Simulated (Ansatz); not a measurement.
**GaF: ionisation energy by level of theory**

An exercise on one series of results from a longer session: the logs are not shown, and one member is left open.

Computed with Ansatz 0.2.0, Gaussian basis. Level: unrestricted cation, the program's frozen cores in correlated methods.

The runs, in order: UKS PBE-D4/def2-TZVPP; UKS r2SCAN-D4/def2-TZVPP; UKS PBE0-D4/def2-TZVPP; UKS B3LYP-D4/def2-TZVPP; UKS wB97X-V/def2-TZVPP; UKS wB97M-V/def2-TZVPP; UKS B2PLYP/def2-TZVPP; UHF-CCSD(T)/def2-TZVPP; UHF-CCSD(T)/def2-QZVPP; extrapolation to the limit; then −ε(HOMO) from the neutral's earlier runs with LDA (SPW92), PBE-D4, revPBE-D4, BLYP-D4, r2SCAN-D4, B97M-V, PBE0-D4, B3LYP-D4, r2SCANh-D4, r2SCAN0-D4, HSE06-D4, BHLYP-D4, CAM-B3LYP-D4, LC-ωPBE, ωB97X-V, ωB97M-V.

## The relaxed structure

All runs share one geometry, relaxed beforehand with PBE0-D4 in a triple-zeta def2 set.

SMILES `[F][Ga]`, 2 atoms, charge 0, spin multiplicity 1.

Atoms are counted from 1 here; the program's logs count them from 0.

Bond lengths: F1–Ga2 1.786 Å.

Coordinates:

```xyz
2
FGa
F     0.0000    0.0000    0.0064
Ga    0.0000    0.0000    1.7928
```

The first run:

in.yaml reads:

```yaml
crystal:
  periodic: [false, false, false]
  atoms:
    - {symbol: F, position_ang: [0.000000, 0.000000, 0.006389]}
    - {symbol: Ga, position_ang: [-0.000000, -0.000000, 1.792761]}
basis:
  gaussian: {orbitals: def2-TZVPP}
total_charge: 1
magnetization: {spin_polarized: true, initial_magnetization: 1}
hamiltonian: {xc: pbe, dispersion: d4}
```

Launch:

```bash
$ ansatz run in.yaml --threads 2 --pin off --events-out ev --progress --plain --max-ram 32768MiB --backend cpu
```

Steps of the session up to this table: Cation, UKS PBE-D4/def2-TZVPP; Cation, UKS r2SCAN-D4/def2-TZVPP; Cation, UKS PBE0-D4/def2-TZVPP; Cation, UKS B3LYP-D4/def2-TZVPP; Cation, UKS wB97X-V/def2-TZVPP; Cation, UKS wB97M-V/def2-TZVPP; Cation, UKS B2PLYP (frozen core)/def2-TZVPP; Cation, UHF-CCSD(T)/def2-TZVPP; Cation, UHF-CCSD(T)/def2-QZVPP.

One of the session's tables, all rows but one given; the rest of the session is left out.

For comparison, −ε(HOMO) of the neutral from earlier runs:

```
  functional  −ε(HOMO) (eV)
 LDA (SPW92)           6.96
      PBE-D4           6.72
   revPBE-D4           6.63
     BLYP-D4           6.67
   r2SCAN-D4           7.02
      B97M-V           6.82
     PBE0-D4           7.79
    B3LYP-D4           7.69
  r2SCANh-D4              ?
  r2SCAN0-D4           8.01
    HSE06-D4           7.38
    BHLYP-D4           8.79
CAM-B3LYP-D4           9.18
     LC-ωPBE          10.34
     ωB97X-V          10.02
     ωB97M-V          10.00
```

Q: Estimate the row for r2SCANh-D4 from the others.

Worked estimate for «−ε(HOMO) (eV)». Against the share of exact exchange, r2SCAN-D4 (0, 7.02), r2SCAN0-D4 (0.25, 8.01) give a slope of 3.96 per unit share; at 0.1 the line stands at 7.42.

**Answer.** −ε(HOMO) (eV): 7.42. In «−ε(HOMO) (eV)» the line misses by 0.00.
